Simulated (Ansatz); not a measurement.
**Cobalt, diamond under r²SCAN: from relaxation to bulk modulus**

The plan for cobalt in the diamond structure: relax it, solve it on a dense k-mesh, switch on spin-orbit coupling, then scale the cell to 7 volumes from 88 to 112 % of the relaxed one and try a fit of the equation of state. The start is ferromagnetic. The k-meshes are 11×11×11 for the relaxation; 18×18×18 for the dense run; 11×11×11 for spin-orbit coupling; 12×12×12 for the volumes.

This is Co in the diamond structure; at room conditions it is hcp.

Method: DFT r2SCAN, plane waves (500 eV) with PAW, scalar-relativistic; the PAW data stem from PBE, with regenerated cores, in Ansatz 0.2.0.

## 1. The structure to begin with

It takes space group Fd-3m (No. 227, cubic). Conventional cell: a = 4.927 Å, b = 4.927 Å, c = 4.927 Å, α = 90.00°, β = 90.00°, γ = 90.00°. Co (site symmetry -43m) is surrounded by 4 Co at 2.13 Å.

Coordinates:

```
Co
1.0
     0.00000    2.46343    2.46343
     2.46343    0.00000    2.46343
     2.46343    2.46343    0.00000
Co
2
Direct
  0.12500 0.12500 0.12500
  0.87500 0.87500 0.87500
```

Starting moments (μB): +1.7 ×2.

## 2. Geometry optimisation

Contents of input.yaml:

```yaml
crystal:
  lattice:
    - [0.0, 2.4634331982, 2.4634331982]
    - [2.4634331982, 0.0, 2.4634331982]
    - [2.4634331982, 2.4634331982, 0.0]
  atoms:
    - { symbol: Co, position: [0.125, 0.125, 0.125], spin: 1.7 }
    - { symbol: Co, position: [0.875, 0.875, 0.875], spin: 1.7 }
hamiltonian:
  xc: r2scan
  pseudopotentials:
    kind: paw
    azcp:
      Co: "pseudopotentials/Co.paw.azcp"
basis:
  ecutwfc: 500
  fft_grid_basis: typed
kpoints:
  mp_grid: { grid: [11, 11, 11], shift: [0, 0, 0] }
magnetization:
  spin_polarized: true
scf:
  occupations: { method: fermi_dirac, width: 0.05 }
relax:
  max_steps: 60
  f_tol: 0.01
  cell: {}
```

Launch:

```sh
ansatz run input.yaml --threads 1 --pin off --max-ram 3584MiB --backend cpu --events-out ev --progress --plain --runs-dir out
```

Further steps of the session: Dense single point; A two-component run at the same geometry; The cell scaled to 88 % of its volume; The cell scaled to 92 % of its volume; The cell scaled to 96 % of its volume; The cell scaled to 100 % of its volume; The cell scaled to 104 % of its volume; The cell scaled to 108 % of its volume; The cell scaled to 112 % of its volume.

Q: Predict the outcome of this session. Wanted: space group; conventional cell; volume; shortest distance; gap on the mesh; magnetic state; relative to hcp, ferromagnetic; magnetic state with spin-orbit coupling; V₀, B₀, B₀′.

**Answer**, as computed:

| quantity | value |
| --- | --- |
| space group (spins left aside) | Fd-3m (No. 227) |
| conventional cell | a = 5.035 Å |
| volume | 15.952 Å³/atom |
| shortest distance | 2.180 Å |
| gap on the mesh | none (levels filled in part) |
| magnetic state | ferromagnetic, up to 1.92 μB per atom |
| relative to hcp, ferromagnetic | +1346 meV/atom |
| magnetic state with spin-orbit coupling | ferromagnetic, up to 1.91 μB per atom |
| V₀, B₀, B₀′ | 15.952 Å³/atom, 109 GPa, 4.9 |

From the guessed start the volume grew by 6.7 % in 7 steps. Against the reference form of cobalt (hcp, ferromagnetic, computed apart with the same settings) it stands 1346 meV/atom higher, so it is far from stable. It ends ferromagnetic, with up to 1.92 μB per atom. No gap shows: it is a metal or semimetal at this level. The spin-orbit run (on a coarser mesh) has the same spin moments. The total energy of the spin-orbit run lies +1.4 eV/atom from the scalar one, but the two kinds of run don't share a zero of energy: only differences within one kind count. The fitted modulus is 109 GPa. The symmetry was held, so the structure may be unstable against distortions that break it.
